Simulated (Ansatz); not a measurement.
# Cs2Rb: the cost of one run

Method: DFT PBE, scalar-relativistic, plane waves, PAW, unless a step names another level, in Ansatz 0.2.0.

1 further run of the same task is left out (set aside as unsound or not needed).

**1. The starting structure**

Symmetry: P-3m1, No. 164, trigonal system. Conventional cell: a = 5.336 Å, b = 5.336 Å, c = 25.942 Å, α = 90.00°, β = 90.00°, γ = 120.00°.

As a file:

```xyz
6
Lattice="5.3359 0.0000 0.0000 -2.6679 4.6210 0.0000 0.0000 0.0000 25.9423" Properties=species:S:1:pos:R:3 pbc="T T T"
Cs    0.0000    3.0807   19.1759
Cs    0.0000    3.0807    2.2538
Cs    2.6679    1.5403   23.6885
Cs    2.6679    1.5403    6.7664
Rb    0.0000    3.0807   10.9992
Rb    2.6679    1.5403   14.9431
```

It is the end of an earlier relaxation with the same method, from a generated guess; it is a trial structure. At a tolerance of 0.05 Å it has space group P-3m1 (No. 164); it has 106.61 Å³/atom, an uncorrected energy of +0.00 eV/atom over the elements.

**2. Static run: bands, density of states and charges**

Input file input.yaml:

```yaml
crystal:
  lattice:
    - [5.3358547296, 3.4e-09, 0.0]
    - [-2.6679273677, 4.6209857451, 0.0]
    - [0.0, 0.0, 25.9422688676]
  atoms:
    - { symbol: Cs, position: [0.3333333333, 0.6666666667, 0.7391761193] }
    - { symbol: Cs, position: [0.3333333333, 0.6666666667, 0.0868768864] }
    - { symbol: Cs, position: [0.6666666667, 0.3333333333, 0.9131231136] }
    - { symbol: Cs, position: [0.6666666667, 0.3333333333, 0.2608238807] }
    - { symbol: Rb, position: [0.3333333333, 0.6666666667, 0.423988261] }
    - { symbol: Rb, position: [0.6666666667, 0.3333333333, 0.576011739] }
basis:
  ecutwfc: 420
kpoints:
  mp_grid: { grid: [12, 12, 2] }
  band_path:
    path:
      - [[0.0, 0.0, 0.0], [0.5, 0.0, 0.0], [0.33333333, 0.33333333, 0.0], [0.0, 0.0, 0.0], [0.0, 0.0, 0.5], [0.5, 0.0, 0.5], [0.33333333, 0.33333333, 0.5], [0.0, 0.0, 0.5]]
      - [[0.5, 0.0, 0.5], [0.5, 0.0, 0.0]]
      - [[0.33333333, 0.33333333, 0.5], [0.33333333, 0.33333333, 0.0]]
    npoints: 14
hamiltonian:
  xc: pbe
scf:
  occupations: { method: gaussian, width: 0.1 }
  n_extra_bands: 15
output:
  forces: true
  stress: true
  eigenvalues: true
  populations: true
  dos: { projected: true, de: 0.02, nscf_kmesh: { grid: [15, 15, 3] } }
  bader: true
  write_density: true
  write_potential: true
  elf: true
  volumetric_format: npy
```

Started as:

```
> ansatz run input.yaml --threads 1 --pin off --max-ram 2560MiB --backend cpu --events-out ev --progress --plain --runs-dir out
```

What time and memory should one allow on 1 thread of Intel Xeon Platinum 8259CL at 2.50GHz (Skylake/Cascade Lake), shared host?

About 5 min, with a peak of 2.1 GiB.
